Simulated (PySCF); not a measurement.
# CH₅B₂Cl: core binding energies at several levels of theory, part 2 of 3

PySCF 2.14.0. Atoms count from 0. Earlier steps stand in the parts before.

## (5) Core holes by ΔSCF: PBE, X2C

Job settings and geometry (Å):

```
{"job": {"kind": "xps", "xc": "PBE"}, "charge": 0, "multiplicity": 1}
B     -0.882527     0.518369     0.063577
C      0.304926    -0.466144    -0.155730
B      1.529287     0.107655     0.610021
Cl     2.913605     0.758743    -0.247518
H     -1.393081     1.102372    -0.863923
H     -1.298867     0.725168     1.180815
H      0.509203    -0.710209    -1.205767
H      0.028838    -1.363273     0.435799
H      1.573906     0.158833     1.813777
```

Level: delta-SCF UKS PBE, pcX-2 on the ionised atom, pcseg-1 elsewhere, spin-free X2C.

The log of the run:

```text
ground state, core basis on atom 0 (B), 116 functions
  cycle   1  E = -551.90599493  |g| = 4.08e-01
  cycle   2  E = -551.85836914  |g| = 5.79e-01
  cycle   3  E = -551.95298177  |g| = 5.93e-02
  cycle   4  E = -551.95395887  |g| = 2.22e-02
  cycle   5  E = -551.95410541  |g| = 7.13e-03
  cycle   6  E = -551.95412368  |g| = 2.40e-03
  cycle   7  E = -551.95412475  |g| = 3.89e-04
  E(ground) = -551.95403354 Eh
hole in B 1s of atom 0
  cycle   1  E = -544.34486092  |g| = 1.16e+00
  cycle   2  E = -541.90796295  |g| = 2.11e+00
  cycle   3  E = -544.53540190  |g| = 5.39e-01
  cycle   4  E = -544.51649913  |g| = 5.71e-01
  cycle   5  E = -544.75200336  |g| = 1.18e-01
  cycle   6  E = -544.74873062  |g| = 1.48e-01
  cycle   7  E = -544.76565621  |g| = 4.32e-02
  cycle   8  E = -544.76732969  |g| = 5.75e-03
  cycle   9  E = -544.76730767  |g| = 7.98e-03
  cycle  10  E = -544.76735474  |g| = 1.51e-03
  cycle  11  E = -544.76735580  |g| = 1.41e-03
  cycle  12  E = -544.76735716  |g| = 2.70e-04
  E(ion) = -544.76728364 Eh   <S^2> = 0.9372   hole on atom = 1.000   binding energy = 195.561 eV
ground state, core basis on atom 1 (C), 116 functions
  cycle   1  E = -551.95997264  |g| = 7.16e-02
  cycle   2  E = -551.95993076  |g| = 1.68e-02
  cycle   3  E = -551.95983566  |g| = 2.50e-02
  cycle   4  E = -551.96000329  |g| = 1.81e-03
  cycle   5  E = -551.96000577  |g| = 4.33e-04
  E(ground) = -551.95995966 Eh
hole in C 1s of atom 1
  cycle   1  E = -540.75673420  |g| = 1.53e+00
  cycle   2  E = -539.73596127  |g| = 2.04e+00
  cycle   3  E = -541.22045358  |g| = 4.10e-01
  cycle   4  E = -541.22214567  |g| = 3.83e-01
  cycle   5  E = -541.31468906  |g| = 5.27e-02
  cycle   6  E = -541.31616959  |g| = 9.12e-03
  cycle   7  E = -541.31621758  |g| = 2.64e-03
  cycle   8  E = -541.31622123  |g| = 4.18e-04
  E(ion) = -541.31619794 Eh   <S^2> = 0.7596   hole on atom = 1.000   binding energy = 289.632 eV
ground state, core basis on atom 2 (B), 116 functions
  cycle   1  E = -551.95588346  |g| = 5.80e-02
  cycle   2  E = -551.95570948  |g| = 3.09e-02
  cycle   3  E = -551.95570858  |g| = 3.05e-02
  cycle   4  E = -551.95599079  |g| = 4.01e-03
  cycle   5  E = -551.95599565  |g| = 6.11e-04
  cycle   6  E = -551.95599550  |g| = 1.06e-04
  E(ground) = -551.95592299 Eh
hole in B 1s of atom 2
  cycle   1  E = -544.31131157  |g| = 1.18e+00
  cycle   2  E = -541.77072510  |g| = 2.24e+00
  cycle   3  E = -544.57938115  |g| = 4.62e-01
  cycle   4  E = -544.67865164  |g| = 2.82e-01
  cycle   5  E = -544.71717990  |g| = 1.69e-01
  cycle   6  E = -544.73512311  |g| = 5.99e-02
  cycle   7  E = -544.73746860  |g| = 1.48e-02
  cycle   8  E = -544.73761471  |g| = 4.01e-03
  cycle   9  E = -544.73762550  |g| = 1.31e-03
  cycle  10  E = -544.73762642  |g| = 4.83e-04
  E(ion) = -544.73758663 Eh   <S^2> = 0.7874   hole on atom = 1.000   binding energy = 196.421 eV
ground state, core basis on atom 3 (Cl), 127 functions
  cycle   1  E = -552.14814224  |g| = 4.13e-01
  cycle   2  E = -552.14826876  |g| = 4.66e-02
  cycle   3  E = -552.14821635  |g| = 3.44e-02
  cycle   4  E = -552.14841439  |g| = 9.88e-03
  cycle   5  E = -552.14844232  |g| = 2.26e-03
  cycle   6  E = -552.14844553  |g| = 4.38e-04
  E(ground) = -552.14815536 Eh
hole in Cl 1s of atom 3
  cycle   1  E = -447.09893820  |g| = 5.56e+00
  cycle   2  E = -447.04210282  |g| = 2.51e+00
  cycle   3  E = -445.57697307  |g| = 1.91e+00
  cycle   4  E = -448.22251537  |g| = 4.12e-01
  cycle   5  E = -448.31207461  |g| = 2.51e-01
  cycle   6  E = -448.34872222  |g| = 7.92e-02
  cycle   7  E = -448.35123301  |g| = 3.34e-02
  cycle   8  E = -448.35188676  |g| = 4.08e-03
  cycle   9  E = -448.35189567  |g| = 1.58e-03
  cycle  10  E = -448.35189703  |g| = 3.57e-04
  E(ion) = -448.35164994 Eh   <S^2> = 0.7509   hole on atom = 1.000   binding energy = 2824.447 eV
hole in Cl 2p of atom 3
  cycle   1  E = -544.11790809  |g| = 1.67e+00
  cycle   2  E = -543.90810417  |g| = 1.44e+00
  cycle   3  E = -544.49083725  |g| = 3.60e-01
  cycle   4  E = -544.55283684  |g| = 2.05e-01
  cycle   5  E = -544.57667957  |g| = 5.28e-02
  cycle   6  E = -544.57804086  |g| = 1.09e-02
  cycle   7  E = -544.57809919  |g| = 2.91e-03
  cycle   8  E = -544.57810301  |g| = 1.01e-03
  cycle   9  E = -544.57810390  |g| = 1.88e-04
  E(ion) = -544.57784423 Eh   <S^2> = 0.7513   hole on atom = 1.001   binding energy = 205.999 eV
  2p3/2 = 205.350 eV   2p1/2 = 207.010 eV
```

Run time: 11 s. Hardware: 1 thread of Arm Neoverse V1, shared host; peak memory 0.45 GiB.

Binding energies by hole, beside the orbital energy of the ground state; the difference holds orbital relaxation and, for a density functional, its self-interaction error:

| hole | stands for | environment | ΔSCF (eV; 2p as the shell's mean) | −ε (eV) | ⟨S²⟩ |
| --- | --- | --- | --- | --- | --- |
| B1s on B0 | B0 | boron bonded to C, 2 H | 195.56 (doubtful) | 177.7 | 0.937 |
| C1s on C1 | C1 | sp3 CH2 bonded to 2 B | 289.63 | 269.0 | 0.760 |
| B1s on B2 | B2 | boron bonded to C, Cl, H | 196.42 | 178.7 | 0.787 |
| Cl1s on Cl3 | Cl3 | chlorine bonded to B | 2824.45 | 2748.6 | 0.751 |
| Cl2p on Cl3 | Cl3 | chlorine bonded to B | 205.90 | 190.4 | 0.751 |

Doubtful: the ion did not converge, its hole moved, or its ⟨S²⟩ is well above 0.75.

With the spin-orbit splitting: Cl3 2p3/2 205.35, 2p1/2 207.01 eV. The table gives each 2p level as the mean over the whole 2p shell (two parts 2p3/2, one part 2p1/2), which differs a little from the single hole in the log.

## (6) Core holes by ΔSCF: HF, X2C

Same as in step 5 but for these lines:

```diff
@@ -1,2 +1,2 @@
-{"job": {"kind": "xps", "xc": "PBE"}, "charge": 0, "multiplicity": 1}
+{"job": {"kind": "xps", "xc": "HF"}, "charge": 0, "multiplicity": 1}
 B     -0.882527     0.518369     0.063577
```

With the program's defaults for keys left out, this is: delta-SCF UKS HF, pcX-2 on the ionised atom, pcseg-1 elsewhere, spin-free X2C.

The log of the run:

```text
ground state, core basis on atom 0 (B), 116 functions
  cycle   1  E = -550.85465088  |g| = 3.74e-01
  cycle   2  E = -550.90780038  |g| = 1.35e-01
  cycle   3  E = -550.91404745  |g| = 4.30e-02
  cycle   4  E = -550.91492440  |g| = 6.92e-03
  cycle   5  E = -550.91495565  |g| = 2.31e-03
  cycle   6  E = -550.91495986  |g| = 7.30e-04
  cycle   7  E = -550.91496028  |g| = 1.68e-04
  E(ground) = -550.91496028 Eh
hole in B 1s of atom 0
  cycle   1  E = -543.29242139  |g| = 1.14e+00
  cycle   2  E = -543.56588283  |g| = 4.75e-01
  cycle   3  E = -543.67605613  |g| = 1.26e-01
  cycle   4  E = -543.68496460  |g| = 2.50e-02
  cycle   5  E = -543.68588689  |g| = 1.41e-02
  cycle   6  E = -543.68626729  |g| = 6.57e-03
  cycle   7  E = -543.68637058  |g| = 2.76e-03
  cycle   8  E = -543.68638719  |g| = 1.19e-03
  cycle   9  E = -543.68639078  |g| = 5.42e-04
  cycle  10  E = -543.68639160  |g| = 2.35e-04
  E(ion) = -543.68639160 Eh   <S^2> = 0.7790   hole on atom = 1.000   binding energy = 196.699 eV
ground state, core basis on atom 1 (C), 116 functions
  cycle   1  E = -550.92189199  |g| = 2.38e-02
  cycle   2  E = -550.92193580  |g| = 2.58e-03
  cycle   3  E = -550.92193776  |g| = 8.93e-04
  cycle   4  E = -550.92193802  |g| = 2.29e-04
  E(ground) = -550.92193802 Eh
hole in C 1s of atom 1
  cycle   1  E = -539.70979885  |g| = 1.50e+00
  cycle   2  E = -540.07500349  |g| = 7.42e-01
  cycle   3  E = -540.25713558  |g| = 9.92e-02
  cycle   4  E = -540.26113335  |g| = 1.86e-02
  cycle   5  E = -540.26157641  |g| = 1.14e-02
  cycle   6  E = -540.26182578  |g| = 5.10e-03
  cycle   7  E = -540.26188192  |g| = 1.32e-03
  cycle   8  E = -540.26188515  |g| = 4.36e-04
  E(ion) = -540.26188515 Eh   <S^2> = 0.7786   hole on atom = 1.000   binding energy = 290.075 eV
ground state, core basis on atom 2 (B), 116 functions
  cycle   1  E = -550.91820913  |g| = 2.65e-02
  cycle   2  E = -550.91831678  |g| = 5.11e-03
  cycle   3  E = -550.91832390  |g| = 1.87e-03
  cycle   4  E = -550.91832499  |g| = 3.06e-04
  E(ground) = -550.91832499 Eh
hole in B 1s of atom 2
  cycle   1  E = -543.25008439  |g| = 1.15e+00
  cycle   2  E = -543.46429311  |g| = 6.26e-01
  cycle   3  E = -543.63854479  |g| = 1.60e-01
  cycle   4  E = -543.65217500  |g| = 2.27e-02
  cycle   5  E = -543.65295180  |g| = 1.29e-02
  cycle   6  E = -543.65333979  |g| = 6.49e-03
  cycle   7  E = -543.65346870  |g| = 3.01e-03
  cycle   8  E = -543.65349755  |g| = 1.66e-03
  cycle   9  E = -543.65350832  |g| = 8.91e-04
  cycle  10  E = -543.65351208  |g| = 4.48e-04
  E(ion) = -543.65351208 Eh   <S^2> = 0.7890   hole on atom = 1.000   binding energy = 197.686 eV
ground state, core basis on atom 3 (Cl), 127 functions
  cycle   1  E = -551.10687362  |g| = 1.15e-01
  cycle   2  E = -551.10705546  |g| = 9.52e-03
  cycle   3  E = -551.10706313  |g| = 2.30e-03
  cycle   4  E = -551.10706409  |g| = 6.05e-04
  cycle   5  E = -551.10706431  |g| = 2.06e-04
  E(ground) = -551.10706431 Eh
hole in Cl 1s of atom 3
  cycle   1  E = -445.90050981  |g| = 5.42e+00
  cycle   2  E = -447.00036832  |g| = 1.14e+00
  cycle   3  E = -447.11002332  |g| = 1.01e-01
  cycle   4  E = -447.11190263  |g| = 1.44e-02
  cycle   5  E = -447.11198864  |g| = 3.80e-03
  cycle   6  E = -447.11199971  |g| = 1.31e-03
  cycle   7  E = -447.11200184  |g| = 4.44e-04
  E(ion) = -447.11200184 Eh   <S^2> = 0.7526   hole on atom = 1.000   binding energy = 2829.850 eV
hole in Cl 2p of atom 3
  cycle   1  E = -543.08078193  |g| = 1.63e+00
  cycle   2  E = -543.48145389  |g| = 5.47e-01
  cycle   3  E = -543.52453036  |g| = 2.87e-02
  cycle   4  E = -543.52500121  |g| = 1.03e-02
  cycle   5  E = -543.52508832  |g| = 4.75e-03
  cycle   6  E = -543.52511655  |g| = 1.84e-03
  cycle   7  E = -543.52512240  |g| = 5.56e-04
  cycle   8  E = -543.52512297  |g| = 1.77e-04
  E(ion) = -543.52512297 Eh   <S^2> = 0.7577   hole on atom = 1.001   binding energy = 206.315 eV
  2p3/2 = 205.762 eV   2p1/2 = 207.368 eV
```

Run time: 9 s. Hardware: 1 thread of Arm Neoverse V1, shared host; peak memory 0.45 GiB.

The holes in one table. −ε is the ground-state orbital energy:

| hole | stands for | environment | ΔSCF (eV; 2p as the shell's mean) | −ε (eV) | ⟨S²⟩ |
| --- | --- | --- | --- | --- | --- |
| B1s on B0 | B0 | boron bonded to C, 2 H | 196.70 | 207.4 | 0.779 |
| C1s on C1 | C1 | sp3 CH2 bonded to 2 B | 290.07 | 305.1 | 0.779 |
| B1s on B2 | B2 | boron bonded to C, Cl, H | 197.69 | 208.7 | 0.789 |
| Cl1s on Cl3 | Cl3 | chlorine bonded to B | 2829.85 | 2862.8 | 0.753 |
| Cl2p on Cl3 | Cl3 | chlorine bonded to B | 206.30 | 218.4 | 0.758 |

With the spin-orbit splitting: Cl3 2p3/2 205.76, 2p1/2 207.37 eV. The table gives each 2p level as the mean over the whole 2p shell (two parts 2p3/2, one part 2p1/2), which differs a little from the single hole in the log.

## (7) Core holes by ΔSCF: SCAN, X2C

Same as in step 6 but for these lines:

```diff
@@ -1,2 +1,2 @@
-{"job": {"kind": "xps", "xc": "HF"}, "charge": 0, "multiplicity": 1}
+{"job": {"kind": "xps", "basis": "pcX-1"}, "charge": 0, "multiplicity": 1}
 B     -0.882527     0.518369     0.063577
```

With the program's defaults for keys left out, this is: delta-SCF UKS SCAN, pcX-1 on the ionised atom, pcseg-1 elsewhere, spin-free X2C.

The log of the run:

```text
ground state, core basis on atom 0 (B), 95 functions
  cycle   1  E = -552.22632174  |g| = 3.95e-01
  cycle   2  E = -552.20564359  |g| = 4.71e-01
  cycle   3  E = -552.26924483  |g| = 3.99e-02
  cycle   4  E = -552.26971854  |g| = 1.40e-02
  cycle   5  E = -552.26977695  |g| = 4.02e-03
  cycle   6  E = -552.26978273  |g| = 1.83e-03
  cycle   7  E = -552.26978365  |g| = 4.18e-04
  E(ground) = -552.27749007 Eh
hole in B 1s of atom 0
  cycle   1  E = -544.64277268  |g| = 1.15e+00
  cycle   2  E = -542.55277118  |g| = 1.92e+00
  cycle   3  E = -544.82956856  |g| = 5.24e-01
  cycle   4  E = -545.02647867  |g| = 1.89e-01
  cycle   5  E = -545.04255140  |g| = 1.09e-01
  cycle   6  E = -545.05006116  |g| = 3.73e-02
  cycle   7  E = -545.05045717  |g| = 3.41e-02
  cycle   8  E = -545.05131216  |g| = 1.35e-02
  cycle   9  E = -545.05151833  |g| = 7.98e-03
  cycle  10  E = -545.05155848  |g| = 5.74e-03
  cycle  11  E = -545.05158314  |g| = 1.74e-03
  cycle  12  E = -545.05158591  |g| = 3.85e-04
  E(ion) = -545.05926427 Eh   <S^2> = 0.9739   hole on atom = 1.000   binding energy = 196.418 eV
ground state, core basis on atom 1 (C), 95 functions
  cycle   1  E = -552.27120730  |g| = 3.02e-02
  cycle   2  E = -552.27106697  |g| = 3.55e-02
  cycle   3  E = -552.27137449  |g| = 3.99e-03
  cycle   4  E = -552.27137734  |g| = 2.48e-03
  cycle   5  E = -552.27137983  |g| = 2.67e-04
  E(ground) = -552.27801864 Eh
hole in C 1s of atom 1
  cycle   1  E = -541.03970258  |g| = 1.51e+00
  cycle   2  E = -540.42685037  |g| = 1.74e+00
  cycle   3  E = -541.53184008  |g| = 3.68e-01
  cycle   4  E = -541.56329315  |g| = 2.37e-01
  cycle   5  E = -541.59943036  |g| = 4.48e-02
  cycle   6  E = -541.60055005  |g| = 5.90e-03
  cycle   7  E = -541.60057279  |g| = 2.30e-03
  cycle   8  E = -541.60057727  |g| = 7.45e-04
  cycle   9  E = -541.60057851  |g| = 3.31e-04
  E(ion) = -541.60520440 Eh   <S^2> = 0.7652   hole on atom = 1.000   binding energy = 290.422 eV
ground state, core basis on atom 2 (B), 95 functions
  cycle   1  E = -552.26855735  |g| = 3.63e-02
  cycle   2  E = -552.26824781  |g| = 4.51e-02
  cycle   3  E = -552.26881417  |g| = 5.80e-03
  cycle   4  E = -552.26882137  |g| = 3.02e-03
  cycle   5  E = -552.26882487  |g| = 2.54e-04
  E(ground) = -552.27691588 Eh
hole in B 1s of atom 2
  cycle   1  E = -544.60330371  |g| = 1.16e+00
  cycle   2  E = -542.45820818  |g| = 2.01e+00
  cycle   3  E = -544.85716524  |g| = 4.63e-01
  cycle   4  E = -544.99549018  |g| = 1.80e-01
  cycle   5  E = -544.95815717  |g| = 4.38e-01
  cycle   6  E = -545.01509301  |g| = 7.44e-02
  cycle   7  E = -545.01750427  |g| = 2.73e-02
  cycle   8  E = -545.01775271  |g| = 1.60e-02
  cycle   9  E = -545.01790532  |g| = 4.55e-03
  cycle  10  E = -545.01793425  |g| = 2.38e-03
  cycle  11  E = -545.01794211  |g| = 1.44e-03
  cycle  12  E = -545.01794700  |g| = 7.09e-04
  cycle  13  E = -545.01794771  |g| = 2.36e-04
  E(ion) = -545.02444486 Eh   <S^2> = 0.8111   hole on atom = 1.000   binding energy = 197.350 eV
ground state, core basis on atom 3 (Cl), 107 functions
  cycle   1  E = -552.45364852  |g| = 3.13e-01
  cycle   2  E = -552.45377839  |g| = 2.76e-02
  cycle   3  E = -552.45372105  |g| = 2.03e-02
  cycle   4  E = -552.45381230  |g| = 1.15e-02
  cycle   5  E = -552.45384328  |g| = 9.90e-04
  cycle   6  E = -552.45384293  |g| = 1.87e-04
  E(ground) = -552.44374744 Eh
hole in Cl 1s of atom 3
  cycle   1  E = -447.24547244  |g| = 5.47e+00
  cycle   2  E = -447.88859345  |g| = 2.05e+00
  cycle   3  E = -448.31943793  |g| = 6.10e-01
  cycle   4  E = -448.45011725  |g| = 2.30e-01
  cycle   5  E = -448.47794719  |g| = 8.53e-02
  cycle   6  E = -448.48164002  |g| = 2.22e-02
  cycle   7  E = -448.48183595  |g| = 1.08e-02
  cycle   8  E = -448.48190032  |g| = 2.11e-03
  cycle   9  E = -448.48190380  |g| = 6.02e-04
  cycle  10  E = -448.48190373  |g| = 1.77e-04
  E(ion) = -448.48136991 Eh   <S^2> = 0.7522   hole on atom = 1.000   binding energy = 2828.960 eV
hole in Cl 2p of atom 3
  cycle   1  E = -544.38029052  |g| = 1.70e+00
  cycle   2  E = -544.49506336  |g| = 1.14e+00
  cycle   3  E = -544.80681611  |g| = 2.09e-01
  cycle   4  E = -544.82311054  |g| = 1.33e-01
  cycle   5  E = -544.83391571  |g| = 2.48e-02
  cycle   6  E = -544.83422623  |g| = 7.15e-03
  cycle   7  E = -544.83425316  |g| = 2.33e-03
  cycle   8  E = -544.83425656  |g| = 5.29e-04
  cycle   9  E = -544.83425609  |g| = 1.22e-04
  E(ion) = -544.83463843 Eh   <S^2> = 0.7515   hole on atom = 1.001   binding energy = 207.054 eV
  2p3/2 = 206.461 eV   2p1/2 = 208.103 eV
```

It took 15 s on 1 thread of Arm Neoverse V1, shared host; peak memory 0.45 GiB.

The holes in one table. −ε is the ground-state orbital energy:

| hole | stands for | environment | ΔSCF (eV; 2p as the shell's mean) | −ε (eV) | ⟨S²⟩ |
| --- | --- | --- | --- | --- | --- |
| B1s on B0 | B0 | boron bonded to C, 2 H | 196.42 (doubtful) | 180.6 | 0.974 |
| C1s on C1 | C1 | sp3 CH2 bonded to 2 B | 290.42 | 273.3 | 0.765 |
| B1s on B2 | B2 | boron bonded to C, Cl, H | 197.35 | 181.7 | 0.811 |
| Cl1s on Cl3 | Cl3 | chlorine bonded to B | 2828.96 | 2763.9 | 0.752 |
| Cl2p on Cl3 | Cl3 | chlorine bonded to B | 207.01 | 193.7 | 0.751 |

Doubtful: the ion did not converge, its hole moved, or its ⟨S²⟩ is well above 0.75.

With the spin-orbit splitting: Cl3 2p3/2 206.46, 2p1/2 208.10 eV. The table gives each 2p level as the mean over the whole 2p shell (two parts 2p3/2, one part 2p1/2), which differs a little from the single hole in the log.

## (8) Core holes by ΔSCF: SCAN, X2C

Same as in step 7 but for these lines:

```diff
@@ -1,2 +1,2 @@
-{"job": {"kind": "xps", "basis": "pcX-1"}, "charge": 0, "multiplicity": 1}
+{"job": {"kind": "xps", "basis": "def2-TZVP"}, "charge": 0, "multiplicity": 1}
 B     -0.882527     0.518369     0.063577
```

Method: delta-SCF UKS SCAN, def2-TZVP on the ionised atom, pcseg-1 elsewhere, spin-free X2C.

The log of the run:

```text
ground state, core basis on atom 0 (B), 102 functions
  cycle   1  E = -552.23765753  |g| = 4.01e-01
  cycle   2  E = -552.21608550  |g| = 4.77e-01
  cycle   3  E = -552.28156563  |g| = 4.32e-02
  cycle   4  E = -552.28212849  |g| = 1.54e-02
  cycle   5  E = -552.28220136  |g| = 4.19e-03
  cycle   6  E = -552.28220550  |g| = 1.84e-03
  cycle   7  E = -552.28220864  |g| = 4.99e-04
  E(ground) = -552.28989629 Eh
hole in B 1s of atom 0
  cycle   1  E = -544.65161749  |g| = 1.12e+00
  cycle   2  E = -542.62506471  |g| = 1.76e+00
  cycle   3  E = -544.78113485  |g| = 5.75e-01
  cycle   4  E = -545.03319301  |g| = 1.36e-01
  cycle   5  E = -545.03175131  |g| = 1.54e-01
  cycle   6  E = -545.04701681  |g| = 3.47e-02
  cycle   7  E = -545.04791210  |g| = 1.81e-02
  cycle   8  E = -545.04834958  |g| = 9.06e-03
  cycle   9  E = -545.04843857  |g| = 1.17e-02
  cycle  10  E = -545.04855468  |g| = 4.77e-03
  cycle  11  E = -545.04857243  |g| = 1.45e-03
  cycle  12  E = -545.04857452  |g| = 3.50e-04
  E(ion) = -545.05680103 Eh   <S^2> = 0.9533   hole on atom = 1.000   binding energy = 196.823 eV
ground state, core basis on atom 1 (C), 102 functions
  cycle   1  E = -552.28896801  |g| = 1.64e-02
  cycle   2  E = -552.28891806  |g| = 1.99e-02
  cycle   3  E = -552.28903720  |g| = 1.68e-03
  cycle   4  E = -552.28903525  |g| = 7.71e-04
  cycle   5  E = -552.28903464  |g| = 1.65e-04
  E(ground) = -552.29606407 Eh
hole in C 1s of atom 1
  cycle   1  E = -541.05626208  |g| = 1.47e+00
  cycle   2  E = -540.46115189  |g| = 1.62e+00
  cycle   3  E = -541.51607291  |g| = 4.06e-01
  cycle   4  E = -541.56796868  |g| = 2.35e-01
  cycle   5  E = -541.60344756  |g| = 3.89e-02
  cycle   6  E = -541.60429634  |g| = 6.45e-03
  cycle   7  E = -541.60432231  |g| = 2.14e-03
  cycle   8  E = -541.60432765  |g| = 7.64e-04
  cycle   9  E = -541.60432862  |g| = 3.41e-04
  E(ion) = -541.60901383 Eh   <S^2> = 0.7642   hole on atom = 1.000   binding energy = 290.809 eV
ground state, core basis on atom 2 (B), 102 functions
  cycle   1  E = -552.28478990  |g| = 3.92e-02
  cycle   2  E = -552.28414917  |g| = 5.83e-02
  cycle   3  E = -552.28519267  |g| = 4.37e-03
  cycle   4  E = -552.28519658  |g| = 1.55e-03
  cycle   5  E = -552.28519686  |g| = 2.17e-04
  E(ground) = -552.29314519 Eh
hole in B 1s of atom 2
  cycle   1  E = -544.61833246  |g| = 1.14e+00
  cycle   2  E = -542.50457808  |g| = 1.88e+00
  cycle   3  E = -544.80946004  |g| = 5.37e-01
  cycle   4  E = -545.01092282  |g| = 1.23e-01
  cycle   5  E = -545.01838759  |g| = 5.75e-02
  cycle   6  E = -545.01992467  |g| = 3.26e-02
  cycle   7  E = -545.02014623  |g| = 5.97e-02
  cycle   8  E = -545.02063786  |g| = 8.25e-03
  cycle   9  E = -545.02068072  |g| = 2.12e-02
  cycle  10  E = -545.02073837  |g| = 1.14e-02
  cycle  11  E = -545.02073269  |g| = 3.88e-03
  cycle  12  E = -545.02074022  |g| = 2.75e-03
  cycle  13  E = -545.02073925  |g| = 1.88e-03
  cycle  14  E = -545.02073889  |g| = 3.02e-04
  E(ion) = -545.02790908 Eh   <S^2> = 0.7976   hole on atom = 0.993   binding energy = 197.697 eV
ground state, core basis on atom 3 (Cl), 104 functions
  cycle   1  E = -552.30144211  |g| = 4.00e-02
  cycle   2  E = -552.30149497  |g| = 2.36e-02
  cycle   3  E = -552.30158508  |g| = 6.36e-03
  cycle   4  E = -552.30159801  |g| = 2.11e-03
  cycle   5  E = -552.30159848  |g| = 3.69e-04
  E(ground) = -552.29055674 Eh
hole in Cl 1s of atom 3
  cycle   1  E = -447.08496657  |g| = 3.72e+00
  cycle   2  E = -447.49805457  |g| = 1.67e+00
  cycle   3  E = -447.99475265  |g| = 5.55e-01
  cycle   4  E = -448.15397143  |g| = 1.84e-01
  cycle   5  E = -448.17180613  |g| = 7.39e-02
  cycle   6  E = -448.17477402  |g| = 1.30e-02
  cycle   7  E = -448.17484222  |g| = 6.81e-03
  cycle   8  E = -448.17486601  |g| = 1.27e-03
  cycle   9  E = -448.17486687  |g| = 4.28e-04
  E(ion) = -448.17647968 Eh   <S^2> = 0.7519   hole on atom = 1.000   binding energy = 2833.088 eV
hole in Cl 2p of atom 3
  cycle   1  E = -544.22016067  |g| = 1.62e+00
  cycle   2  E = -544.21950139  |g| = 1.12e+00
  cycle   3  E = -544.60902828  |g| = 2.91e-01
  cycle   4  E = -544.65518722  |g| = 1.33e-01
  cycle   5  E = -544.66529725  |g| = 3.35e-02
  cycle   6  E = -544.66585676  |g| = 9.61e-03
  cycle   7  E = -544.66590455  |g| = 2.74e-03
  cycle   8  E = -544.66590689  |g| = 8.43e-04
  cycle   9  E = -544.66590751  |g| = 2.04e-04
  E(ion) = -544.66565577 Eh   <S^2> = 0.7514   hole on atom = 1.001   binding energy = 207.484 eV
  2p3/2 = 206.906 eV   2p1/2 = 208.527 eV
```

Run time: 17 s. Hardware: 1 thread of Arm Neoverse V1, shared host; peak memory 0.45 GiB.

The holes in one table. −ε is the ground-state orbital energy:

| hole | stands for | environment | ΔSCF (eV; 2p as the shell's mean) | −ε (eV) | ⟨S²⟩ |
| --- | --- | --- | --- | --- | --- |
| B1s on B0 | B0 | boron bonded to C, 2 H | 196.82 (doubtful) | 180.7 | 0.953 |
| C1s on C1 | C1 | sp3 CH2 bonded to 2 B | 290.81 | 273.3 | 0.764 |
| B1s on B2 | B2 | boron bonded to C, Cl, H | 197.70 | 181.7 | 0.798 |
| Cl1s on Cl3 | Cl3 | chlorine bonded to B | 2833.09 | 2764.6 | 0.752 |
| Cl2p on Cl3 | Cl3 | chlorine bonded to B | 207.45 | 193.9 | 0.751 |

Doubtful: the ion did not converge, its hole moved, or its ⟨S²⟩ is well above 0.75.

With the spin-orbit splitting: Cl3 2p3/2 206.91, 2p1/2 208.53 eV. The table gives each 2p level as the mean over the whole 2p shell (two parts 2p3/2, one part 2p1/2), which differs a little from the single hole in the log.

[end of part 2 of 3]
